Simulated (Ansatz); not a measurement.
# Zn: the cost of one run

Computed with Ansatz 0.2.0 (DFT PBE, scalar-relativistic, plane waves, PAW, unless a step's input says otherwise).

## (1) The system as given

It takes space group P6_3/mmc (No. 194, hexagonal). Conventional cell: a = 2.665 Å, b = 2.665 Å, c = 4.947 Å, α = 90.00°, β = 90.00°, γ = 120.00°. Around Zn (site symmetry -6m2) lie 12 Zn at 2.66 to 2.91 Å.

As a file:

```cif
data_structure
_symmetry_space_group_name_H-M 'P 1'
_symmetry_Int_Tables_number 1
_cell_length_a 2.6648
_cell_length_b 2.6648
_cell_length_c 4.9467
_cell_angle_alpha 90.000
_cell_angle_beta 90.000
_cell_angle_gamma 120.000
_cell_volume 30.42
loop_
_atom_site_label
_atom_site_type_symbol
_atom_site_fract_x
_atom_site_fract_y
_atom_site_fract_z
_atom_site_occupancy
Zn1 Zn 0.33333 0.66667 0.25000 1
Zn2 Zn 0.66667 0.33333 0.75000 1
```

The cell is taken as given, not relaxed at this level.

## (2) Zero of energy

The reference gives a free energy of -6638.0619 eV, pressure -0.36 GPa, largest force 0.000 eV/Å and gap on the mesh none (metal). It was computed beforehand with the settings of the runs below.

## (3) The scan: biaxial against axial strain

The cell is strained by p along both x and y and by q along z, with fractional coordinates fixed.

## (4) p = -0.080, q = -0.080

input.yaml

```yaml
crystal:
  lattice:
    - [2.4516142089, 0.0, 0.0]
    - [-1.2258071045, 2.1231601852, 0.0]
    - [0.0, 0.0, 4.550964]
  atoms:
    - { symbol: Zn, position: [0.3333333333, 0.6666666667, 0.25] }
    - { symbol: Zn, position: [0.6666666667, 0.3333333333, 0.75] }
basis:
  ecutwfc: 420
kpoints:
  mp_grid: { grid: [24, 24, 10] }
hamiltonian:
  xc: pbe
scf:
  occupations: { method: gaussian, width: 0.15 }
output:
  forces: true
  stress: true
  eigenvalues: true
```

On the command line:

```console
> ansatz run input.yaml --threads 1 --pin off --max-ram 2560MiB --backend cpu --events-out ev --progress --plain --runs-dir out
```

**Question.** How long does this run take on 1 thread of Arm Neoverse V2, shared host, and how much memory does it need?

About 6 s, with a peak of 0.39 GiB.
